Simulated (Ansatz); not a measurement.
# C6H18BN3: small, medium and large basis sets

One table from this session's results is given with a row withheld; the runs are named, their logs left out.

Computed with Ansatz 0.2.0, Gaussian basis. Level: one geometry, several basis sets.

Plan: PBE0-D4/def2-SVP; ωB97M-V/def2-SVP; PBE0-D4/def2-QZVPP; ωB97M-V/def2-QZVPP; the functionals' def2-TZVPP values are taken from earlier runs.

### The relaxed structure

All runs share one geometry, relaxed beforehand with PBE0-D4 in a triple-zeta def2 set.

SMILES `CN(C)B(N(C)C)N(C)C`, 28 atoms, charge 0, spin multiplicity 1.

Atoms are counted from 1 here; the program's logs count them from 0.

Bond lengths: C1–N2 1.437 Å, C1–H11 1.100 Å, C1–H12 1.089 Å, C1–H13 1.099 Å, N2–C3 1.437 Å, N2–B4 1.436 Å, C3–H14 1.099 Å, C3–H15 1.089 Å, C3–H16 1.100 Å, B4–N5 1.436 Å, B4–N8 1.436 Å, N5–C6 1.437 Å, N5–C7 1.437 Å, C6–H17 1.100 Å, C6–H18 1.089 Å, C6–H19 1.099 Å, C7–H20 1.089 Å, C7–H21 1.099 Å and more. Angles: N2–C1–H11 112.5°, N2–C1–H12 110.4°, N2–C1–H13 110.8°, H11–C1–H12 108.3°, H11–C1–H13 107.0°, H12–C1–H13 107.8°, C1–N2–C3 113.3°, C1–N2–B4 123.4°, C3–N2–B4 123.4°, N2–C3–H14 110.8°, N2–C3–H15 110.4°, N2–C3–H16 112.5°, H14–C3–H15 107.8°, H14–C3–H16 107.0°, H15–C3–H16 108.3°, N2–B4–N5 120.0°, N2–B4–N8 120.0°, N5–B4–N8 120.0° and more.

Set-up of the first run:

Input file in.yaml:

```yaml
crystal:
  periodic: [false, false, false]
  atoms:
    - {symbol: C, position_ang: [-1.155923, -0.972297, 2.031740]}
    - {symbol: N, position_ang: [-0.840561, 0.126369, 1.160478]}
    - {symbol: C, position_ang: [-1.447518, 1.364544, 1.565594]}
    - {symbol: B, position_ang: [-0.003104, -0.000479, 0.001366]}
    - {symbol: N, position_ang: [0.819649, 1.100310, -0.413772]}
    - {symbol: C, position_ang: [1.145136, 1.369731, -1.787480]}
    - {symbol: C, position_ang: [1.400430, 2.042813, 0.502719]}
    - {symbol: N, position_ang: [0.011657, -1.228248, -0.742553]}
    - {symbol: C, position_ang: [-1.134713, -2.084546, -0.877340]}
    - {symbol: C, position_ang: [1.174058, -1.723547, -1.427453]}
    - {symbol: H, position_ang: [-2.229868, -1.211189, 2.035575]}
    - {symbol: H, position_ang: [-0.608870, -1.864687, 1.729813]}
    - {symbol: H, position_ang: [-0.875359, -0.740957, 3.069039]}
    - {symbol: H, position_ang: [-2.538083, 1.255660, 1.649482]}
    - {symbol: H, position_ang: [-1.246064, 2.143642, 0.831287]}
    - {symbol: H, position_ang: [-1.083510, 1.710959, 2.544337]}
    - {symbol: H, position_ang: [2.222950, 1.280874, -1.989654]}
    - {symbol: H, position_ang: [0.616680, 0.680014, -2.444591]}
    - {symbol: H, position_ang: [0.850116, 2.391454, -2.065429]}
    - {symbol: H, position_ang: [1.192718, 1.749010, 1.530975]}
    - {symbol: H, position_ang: [2.491842, 2.085646, 0.379344]}
    - {symbol: H, position_ang: [1.020344, 3.064309, 0.352655]}
    - {symbol: H, position_ang: [-1.371457, -2.256222, -1.936929]}
    - {symbol: H, position_ang: [-0.977774, -3.072598, -0.419567]}
    - {symbol: H, position_ang: [-2.006546, -1.627012, -0.411129]}
    - {symbol: H, position_ang: [2.033178, -1.084348, -1.227133]}
    - {symbol: H, position_ang: [1.424045, -2.738721, -1.088132]}
    - {symbol: H, position_ang: [1.030045, -1.775882, -2.516940]}
basis:
  gaussian: {orbitals: def2-SVP}
hamiltonian: {xc: pbe0, dispersion: d4}
output: {orbitals: {seedname: orbitals}}
```

Run with:

```console
> ansatz run in.yaml --threads 4 --pin off --events-out ev --progress --plain --max-ram 46080MiB --backend cpu
```

Among the steps run: PBE0-D4 in def2-SVP; ωB97M-V in def2-SVP; PBE0-D4 in def2-QZVPP; ωB97M-V in def2-QZVPP.

One table of the session follows, with a row left open; its other results are not shown here.

It belongs to the step «Density functionals: the series». 

```
functional       basis  HOMO (eV)  LUMO (eV)
   PBE0-D4    def2-SVP      -5.71       1.54
   PBE0-D4  def2-TZVPP      -5.83       0.85
   PBE0-D4  def2-QZVPP      -5.85       0.50
   ωB97M-V    def2-SVP          ?          ?
   ωB97M-V  def2-TZVPP      -8.11       2.18
   ωB97M-V  def2-QZVPP      -8.12       1.60
```

**Question.** Estimate the row for ωB97M-V, def2-SVP.

As computed: HOMO (eV): -7.99; LUMO (eV): 3.13. In the column «HOMO (eV)» it lies between ωB97M-V, def2-TZVPP (-8.11) and PBE0-D4, def2-QZVPP (-5.85).
